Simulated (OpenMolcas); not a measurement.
# W⁴⁺: CASSCF and CASPT2 terms and fine-structure levels

Wanted: the level scheme of W⁴⁺ from active-space wave functions, then second-order correlation under several settings.

The numbers are computed with OpenMolcas 26.06 (state-averaged CASSCF and CASPT2, spin-orbit coupling by RASSI with atomic mean-field integrals), except any that are marked as measured or tabulated.

### 1 The system

- Species: W⁴⁺ (tungsten, Z = 74, 70 electrons)
- Basis: ANO-RCC-VDZP [7s6p4d2f1g], 68 functions
- Scalar Hamiltonian: DKH3, point nucleus
- Inactive shells: 1s 2s 2p 3s 3p 3d 4s 4p 4d 4f 5s 5p
- Active space: 2 electrons in 10 orbitals (5d 6d)
- Some configurations of this space: 5d²
- Orbitals: optimised for each spin and parity, averaged over the low roots

Outer shells as boxes (Hund's rule):

5d2
```
5d [↑ ][↑ ][  ][  ][  ]
```

Each step is its own input file, run in one work folder so that later steps find the files of earlier ones. Labels, J, g values, rates, χT and fits are worked out afterwards by a script from the matrices that RASSI stores.

### 2 GATEWAY and SEWARD: basis and integrals

a.inp reads:

```
&GATEWAY
Coord
1

W 0.0 0.0 0.0
Basis=ANO-RCC-VDZP
Group=XYZ
NoMove
AngMom=0.0 0.0 0.0
AMFI
&SEWARD
Relativistic=R03O02
```

Command:

```
> OMP_NUM_THREADS=1 MOLCAS_MEM=2252 MOLCAS_PROJECT=a pymolcas a.inp > a.log
```

### 3 Start orbitals from a smaller active space

a.inp reads:

```
&RASSCF
FileOrb=start.orb
Symmetry=1
Spin=3
nActEl=2 0 0
Inactive=15 19
Ras2=5 0
CIRoot=10 10 1
SDav=10
CIMx=300
Iter=120 100
PrWF=0.3
OrbListing=Nothing
MaxOrb=0
Atom
>>> COPY $Project.JobIph JOBPRE
```

### 4 CASSCF: triplets of even parity, 10 roots

a.inp reads:

```
&RASSCF
FileOrb=start.orb
Symmetry=1
Spin=3
nActEl=2 0 0
Inactive=15 19
Ras2=10 0
CIRoot=10 10 1
SDav=45
CIMx=300
Iter=120 100
PrWF=0.3
OrbListing=Nothing
MaxOrb=0
Atom
>>> COPY $Project.JobIph JOB001
```

### 5 CASSCF: singlets of even parity, 15 roots

a.inp reads:

```
&RASSCF
FileOrb=start.orb
Symmetry=1
Spin=1
nActEl=2 0 0
Inactive=15 19
Ras2=10 0
CIRoot=15 15 1
SDav=55
CIMx=300
Iter=120 100
PrWF=0.3
OrbListing=Nothing
MaxOrb=0
Atom
>>> COPY $Project.JobIph JOB002
```

### 6 RASSI: spin-orbit coupling between the states

a.inp reads:

```
&RASSI
NrOfJobIphs=2 10 15
1 2 3 4 5 6 7 8 9 10
1 2 3 4 5 6 7 8 9 10 11 12 13 14 15
IphNames
JOB001
JOB002
EJob
SpinOrbit
DIPRint=1.0
SOCoupling=1000.0
Subsets=2
MEES
Property=10
'ANGMOM' 1 'ANGMOM' 2 'ANGMOM' 3 'MLTPL  1' 1 'MLTPL  1' 2 'MLTPL  1' 3
'AMFI' 1 'AMFI' 2 'AMFI' 3 'MLTPL  2' 6
SOProperty=3
'ANGMOM' 1 'ANGMOM' 2 'ANGMOM' 3
```

### 7 CASPT2: IPEA 0.4, imaginary shift 0.05 (closed shells correlated: 4f 5s 5p), extended multistate

a.inp reads:

```
>>> COPY JOB001 $Project.JobIph
&CASPT2
XMultistate=10 1 2 3 4 5 6 7 8 9 10
Frozen=14 9
IPEA=0.4
Imaginary=0.05
MaxIter=60
WThr=0.0 0.3 0.05
PrWF=0.5
NoMix
>>> COPY JOB002 $Project.JobIph
&CASPT2
XMultistate=15 1 2 3 4 5 6 7 8 9 10 11 12 13 14 15
Frozen=14 9
IPEA=0.4
Imaginary=0.05
MaxIter=60
WThr=0.0 0.3 0.05
PrWF=0.5
NoMix
```

### 8 CASPT2: IPEA 0.5, imaginary shift 0.5 (closed shells correlated: 4f 5s 5p)

a.inp reads:

```
>>> COPY JOB001 $Project.JobIph
&CASPT2
Multistate=10 1 2 3 4 5 6 7 8 9 10
Frozen=14 9
IPEA=0.5
Imaginary=0.5
MaxIter=60
WThr=0.0 0.3 0.05
PrWF=0.5
NoMix
>>> COPY JOB002 $Project.JobIph
&CASPT2
Multistate=15 1 2 3 4 5 6 7 8 9 10 11 12 13 14 15
Frozen=14 9
IPEA=0.5
Imaginary=0.5
MaxIter=60
WThr=0.0 0.3 0.05
PrWF=0.5
NoMix
```

### 9 CASPT2: IPEA 0.75, real shift 0.25 (closed shells correlated: 4f 5s 5p), extended multistate

a.inp reads:

```
>>> COPY JOB001 $Project.JobIph
&CASPT2
XMultistate=10 1 2 3 4 5 6 7 8 9 10
Frozen=14 9
IPEA=0.75
Shift=0.25
MaxIter=60
WThr=0.0 0.3 0.05
PrWF=0.5
NoMix
>>> COPY JOB002 $Project.JobIph
&CASPT2
XMultistate=15 1 2 3 4 5 6 7 8 9 10 11 12 13 14 15
Frozen=14 9
IPEA=0.75
Shift=0.25
MaxIter=60
WThr=0.0 0.3 0.05
PrWF=0.5
NoMix
```

(Steps that only read results are left out.)

Q: Predict the outcome of this session. Wanted: lowest level; first excited level; lowest level of another term; spin-orbit lowering of the lowest level; strongest of the lines computed, by gA.

As calculated:

| quantity | value |
| --- | --- |
| method | XMS-CASPT2, IPEA 0.4, imaginary shift 0.05 (closed shells correlated: 4f 5s 5p) |
| lowest level | 5d² ³F₂, 89 % of that term, g = 0.706 |
| ground level listed by NIST | 3F2 |
| first excited level | 5d² ³F₃ at 7450 cm⁻¹ |
| lowest level of another term | 5d² ³P₀ at 13890 cm⁻¹ |
| spin-orbit lowering of the lowest level | 9288 cm⁻¹ |
| strongest of the lines computed, by gA (one parity, so forbidden lines), at XMS-CASPT2 energies | 5d² ¹G₄ → 5d² ³F₃, 553.8 nm, A = 1.23e+01 s⁻¹ |

Cost and accuracy by method:

```
                                                  method  time of its own steps  time with the reference  mean absolute difference from the measured levels (cm-1)
                                               A. CASSCF                   17 s                     17 s                                                      4000
B. XMS-CASPT2, IPEA 0.4, imaginary shift 0.05, +4f 5s 5p                   71 s                     88 s                                                      2700
  C. SS-CASPT2, IPEA 0.5, imaginary shift 0.5, +4f 5s 5p                   71 s                     88 s                                                      2700
    D. XMS-CASPT2, IPEA 0.75, real shift 0.25, +4f 5s 5p                   69 s                     86 s                                                      2800
```

Times are of one thread on a shared host.

What this shows: The multiplet ³F is regular; its intervals divided by the larger J differ by 48 % of their mean, where Landé's rule for pure LS coupling makes them equal. Second-order correlation (method B) scales the levels of the lowest configuration above 5000 cm⁻¹ by 0.92 to 1.03. Method B lies closest to the measured levels (2700 cm⁻¹ on average, level with C, level with D) and A farthest (4000). Only the configurations of the active space and the roots asked for are present. Not all states of the active space went into the spin-orbit step. Measured levels are paired by their LS label, which is uncertain where the leading share is low. CASPT2 does not keep the components of a term degenerate, and the means are used. The levels of the extra active shells were not computed. The basis is small and contracted for the neutral atom, so it is rough for this charge. Levels of other configurations are missing from the list.
